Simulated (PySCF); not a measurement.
# The bond of ZnCl+, level by level

One table from this session's results is given with a row withheld; the runs are named, their logs left out.

Computed with PySCF 2.14.0. Level: Zn def2-TZVPPD, Cl def2-TZVPPD, no relativity.

The first run:

Settings of the job:

```
atoms                         : Zn, Cl
charge                        : 1
basis                         : Zn def2-TZVPPD, Cl def2-TZVPPD
Hamiltonian                   : no relativity
basis functions               : 118
electrons treated             : 46
masses in u                   : 63.9291, 34.9689
levels                        : PBE0, PBE, r²SCAN, TPSSh, TPSS, PBEsol, r²SCAN0, BP86, ωB97X-V, HF, MP2, SCS-MP2, CCSD, CCSD(T)
grid                          : 80 radial by 434 angular points
occupations                   : held fixed by the projection of orbital angular momentum
dissociation limit            : Zn+ + Cl, each in its ground configuration
starting distance in angstrom : 2.260
values of 2S to try           : 0, 2
```

Started as:

```console
$ OMP_NUM_THREADS=2 python dia.py task.json out
```

Among the steps run: The job; PBE0 along the bond; Higher solutions at PBE0; PBE (GGA); r²SCAN; TPSSh; TPSS (meta-GGA); PBEsol (GGA); r²SCAN0; BP86 (GGA); ωB97X-V; RHF (mean field); MP2 and coupled cluster.

One table of the session follows, with a row left open; its other results are not shown here.

Energy (eV) from each level's lowest point:

| R (Å) | RHF | RHF-MP2 | RHF-SCS-MP2 | RHF-CCSD | RHF-CCSD(T) |
| --- | --- | --- | --- | --- | --- |
| 1.771 | 1.416 | 1.088 | 1.180 | n/a | n/a |
| 1.853 | 0.660 | 0.461 | 0.520 | 0.554 | 0.551 |
| 1.935 | 0.229 | 0.128 | 0.160 | 0.179 | 0.179 |
| 1.997 | 0.063 | 0.019 | 0.034 | 0.043 | 0.044 |
| 2.059 | 0.000 | 0.000 | 0.000 | 0.000 | 0.000 |
| 2.121 | ? | ? | ? | ? | ? |
| 2.203 | 0.128 | 0.193 | 0.163 | 0.145 | 0.137 |
| 2.306 | 0.370 | 0.455 | 0.406 | 0.377 | 0.358 |
| 2.430 | 0.748 | 0.832 | 0.763 | 0.719 | 0.682 |
| 2.594 | 1.317 | 1.366 | 1.270 | n/a | n/a |

**Question.** Estimate the row for R (Å) = 2.121.

Worked estimate for «RHF». A straight line through the neighbours (2.059, 0.000) and (2.203, 0.128) gives 0.000 + (0.128 − 0.000) × (2.121 − 2.059) / (2.203 − 2.059) = 0.055; a parabola fitted to 4 rows on both sides gives 0.023.

The run gave: RHF: 0.016; RHF-MP2: 0.050; RHF-SCS-MP2: 0.036; RHF-CCSD: 0.028; RHF-CCSD(T): 0.025. In «RHF» the line misses by +0.039 and the parabola by +0.007.
